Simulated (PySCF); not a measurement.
**CsF+: bond curves at several levels of theory**

One table from this session's results is given with a row withheld; the runs are named, their logs left out.

Computed with PySCF 2.14.0. Level: Cs def2-TZVP with ECP46, F def2-TZVP, scalar-relativistic core potentials.

The first run:

The job is set up so:

```json
{
 "atoms": "Cs, F",
 "charge": "1",
 "basis": "Cs def2-TZVP with ECP46, F def2-TZVP",
 "Hamiltonian": "scalar-relativistic core potentials",
 "basis functions": "60",
 "electrons treated": "17",
 "masses in u": "132.9054, 18.9984",
 "levels": "PBE0, PBE, r²SCAN, BP86, PW91, BHandHLYP, LC-ωPBE, HF, MP2, SCS-MP2, CCSD, CCSD(T)",
 "grid": "80 radial by 434 angular points",
 "occupations": "held fixed by the projection of orbital angular momentum",
 "dissociation limit": "Cs+ + F, each in its ground configuration",
 "starting distance in angstrom": "2.920",
 "values of 2S to try": "1, 3"
}
```

Started as:

```bash
OMP_NUM_THREADS=1 python dia.py task.json out
```

Steps of the session up to this table: Set-up; First curve: PBE0; Excited determinants; PBE; r²SCAN (meta-GGA); BP86 (GGA); PW91 (GGA); BHandHLYP (global hybrid GGA); LC-ωPBE; UHF (mean field); MP2 and coupled cluster.

One table of the session follows, with a row left open; its other results are not shown here.

| level | Re (Å) | ωe (cm⁻¹) | De (eV) |
| --- | --- | --- | --- |
| UHF | 3.622 | 44.9 | 0.039 |
| UHF-MP2 | 3.494 | 58.2 | 0.059 |
| UHF-SCS-MP2 | 3.517 | 56.4 | 0.056 |
| UHF-CCSD | ? | ? | ? |
| UHF-CCSD(T) | 3.499 | 58.0 | 0.059 |
| PBE | 3.389 | 65.7 | 0.082 |
| PW91 | 3.379 | 66.6 | 0.090 |
| BP86 | 3.523 | 46.0 | 0.046 |
| r²SCAN | 3.383 | 64.3 | 0.072 |
| PBE0 | 3.406 | 61.7 | 0.067 |
| BHandHLYP | 3.387 | 62.7 | 0.059 |
| LC-ωPBE | 3.484 | 55.3 | 0.059 |

Q: Estimate the row for UHF-CCSD from the others.

The run gave: Re (Å): 3.509; ωe (cm⁻¹): 57.0; De (eV): 0.057. In the column «Re (Å)» it lies between UHF-CCSD(T) (3.499) and UHF-SCS-MP2 (3.517).

De is counted to Cs+ + F in their ground configurations.

To keep in mind: The bond is weak, and basis-set superposition, which was not computed, may be a sizeable part of it.
